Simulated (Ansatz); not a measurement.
**BH₄NSe: up Jacob's ladder to CCSD(T)**

An exercise on one series of results from a longer session: the logs are not shown, and one member is left open.

Computed with Ansatz 0.2.0, Gaussian basis. Level: functionals in def2-TZVPP, the program's frozen cores in correlated methods.

Levels to be run: LDA (SPW92), PBE-D4, revPBE-D4, BLYP-D4, r2SCAN-D4, B97M-V, PBE0-D4, B3LYP-D4, r2SCANh-D4, r2SCAN0-D4, HSE06-D4, BHLYP-D4, CAM-B3LYP-D4, LC-ωPBE, ωB97X-V, ωB97M-V, B2PLYP, PBE-QIDH; CCSD(T)/def2-SVP; CCSD(T)/def2-TZVPP; MP2/def2-QZVPP; extrapolation to the limit; RPA on PBE.

**Structure used throughout**

The geometry comes from an earlier relaxation with PBE0-D4 in a triple-zeta def2 set; it is a stationary point, not always the lowest conformer.

SMILES `NB[SeH]`, 7 atoms, charge 0, spin multiplicity 1.

Atoms are counted from 1 here; the program's logs count them from 0.

Bond lengths: N1–B2 1.389 Å, N1–H4 1.005 Å, N1–H5 1.006 Å, B2–Se3 1.956 Å, B2–H6 1.192 Å, Se3–H7 1.464 Å. Angles: B2–N1–H4 121.8°, B2–N1–H5 124.5°, H4–N1–H5 113.7°, N1–B2–Se3 120.3°, N1–B2–H6 120.2°, Se3–B2–H6 119.5°, B2–Se3–H7 94.6°.

Coordinates:

```xyz
7
charge 0, multiplicity 1
N    -1.01641    0.47782   -0.44495
B     0.03220   -0.04431    0.30196
Se    1.65038   -0.68939   -0.58772
H    -1.85818    0.81566   -0.01222
H    -1.01780    0.55729   -1.44758
H    -0.04762   -0.10249    1.49015
H     2.31863   -1.08259    0.65466
```

Set-up of the first run:

in.yaml reads:

```yaml
crystal:
  periodic: [false, false, false]
  atoms:
    - {symbol: N, position_ang: [-1.016414, 0.477820, -0.444955]}
    - {symbol: B, position_ang: [0.032197, -0.044314, 0.301962]}
    - {symbol: Se, position_ang: [1.650384, -0.689387, -0.587722]}
    - {symbol: H, position_ang: [-1.858182, 0.815665, -0.012222]}
    - {symbol: H, position_ang: [-1.017795, 0.557295, -1.447579]}
    - {symbol: H, position_ang: [-0.047620, -0.102488, 1.490151]}
    - {symbol: H, position_ang: [2.318629, -1.082590, 0.654663]}
basis:
  gaussian: {orbitals: def2-TZVPP}
hamiltonian: {xc: lda}
output: {orbitals: {seedname: orbitals}}
```

Command:

```
$ ansatz run in.yaml --threads 2 --pin off --events-out ev --progress --plain --max-ram 4352MiB
```

Among the steps run: LDA; PBE-D4 (GGA); revPBE-D4 (GGA); BLYP-D4 (GGA); r2SCAN-D4 (meta-GGA); B97M-V (meta-GGA); PBE0-D4 (hybrid); B3LYP-D4 (hybrid); r2SCANh-D4 (hybrid); r2SCAN0-D4 (hybrid); HSE06-D4 (hybrid); BHLYP-D4 (hybrid); CAM-B3LYP-D4 (range-separated); LC-ωPBE (range-separated); ωB97X-V (range-separated); ωB97M-V (range-separated); B2PLYP (double hybrid); PBE-QIDH (double hybrid).

One of the session's tables, all rows but one given; the rest of the session is left out.

It belongs to the step «Frontier levels by functional». 

| functional | HOMO (eV) | gap (eV) |
| --- | --- | --- |
| LDA (SPW92) | -5.84 | 4.99 |
| PBE-D4 | -5.68 | 5.07 |
| revPBE-D4 | ? | ? |
| BLYP-D4 | -5.51 | 4.93 |
| r2SCAN-D4 | -5.96 | 5.67 |
| B97M-V | -5.99 | 5.56 |
| PBE0-D4 | -6.82 | 7.07 |
| B3LYP-D4 | -6.58 | 6.52 |
| r2SCANh-D4 | -6.37 | 6.41 |
| r2SCAN0-D4 | -7.00 | 7.51 |
| HSE06-D4 | -6.42 | 6.30 |
| BHLYP-D4 | -7.79 | 8.78 |
| CAM-B3LYP-D4 | -8.08 | 9.22 |
| LC-ωPBE | -9.43 | 11.85 |
| ωB97X-V | -9.08 | 11.31 |
| ωB97M-V | -8.95 | 10.82 |

Q: Estimate the row for revPBE-D4 from the others.

**Answer.** HOMO (eV): -5.63; gap (eV): 5.09. In the column «HOMO (eV)» it lies between PBE-D4 (-5.68) and BLYP-D4 (-5.51).
